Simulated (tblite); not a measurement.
# C4H12FGeN: the cost of one run

The runs use tblite 0.8.0 and PySCF 2.14.0, with density-fitted response routines of our own; the level of theory stands in each step. All values are computed, except where a source is named. Atoms are numbered from 0 throughout.

**1. The starting structure**

19 atoms, charge 0, multiplicity 1; geometry from: force field or distance geometry start.

Bonds of the start (Å): C0–C1 1.53, C1–C2 1.51, C1–N3 1.43, N3–Ge4 1.82, Ge4–C5 1.93, Ge4–F6 1.77, C0–H7 1.12, C0–H8 1.11, C0–H9 1.12, C1–H10 1.10, C2–H11 1.14, C2–H12 1.08, C2–H13 1.12, N3–H14 1.05, Ge4–H15 1.57, C5–H16 1.12, C5–H17 1.09, C5–H18 1.12.

**2. Optimising the geometry with GFN2-xTB**

The job: settings as JSON, then the geometry in Å.

```
{"job": {"kind": "relax", "xc": "GFN2-xTB", "basis": "xTB"}, "charge": 0, "multiplicity": 1}
C     -2.121900    -0.344500     1.081000
C     -0.881900     0.195600     0.362300
C     -1.415200     0.724900    -0.945100
N     -0.056400    -0.945500     0.145100
Ge     1.546100    -0.697000    -0.675900
C      2.753500     0.542500     0.185200
F      1.355400    -0.134900    -2.341300
H     -2.082300    -0.030200     2.150900
H     -2.137000    -1.451600     0.997600
H     -3.036500     0.126200     0.641300
H     -0.439200     1.008600     0.948300
H     -2.305300     0.061800    -1.197300
H     -0.722600     0.675600    -1.768100
H     -1.844400     1.749200    -0.834100
H     -0.062900    -1.641000     0.933900
H      2.282700    -2.079400    -0.632800
H      3.342800    -0.023500     0.956400
H      2.289500     1.448800     0.561100
H      3.525800     0.823800    -0.576000
```

On the command line:

```bash
$ OMP_NUM_THREADS=1 python probes_run.py task.json out
```

One launch serves the whole session: the jobs run in the order shown.

Q: Estimate the wall time of this first job on 1 thread of Arm Neoverse N1, shared host.

About 1.9 s.
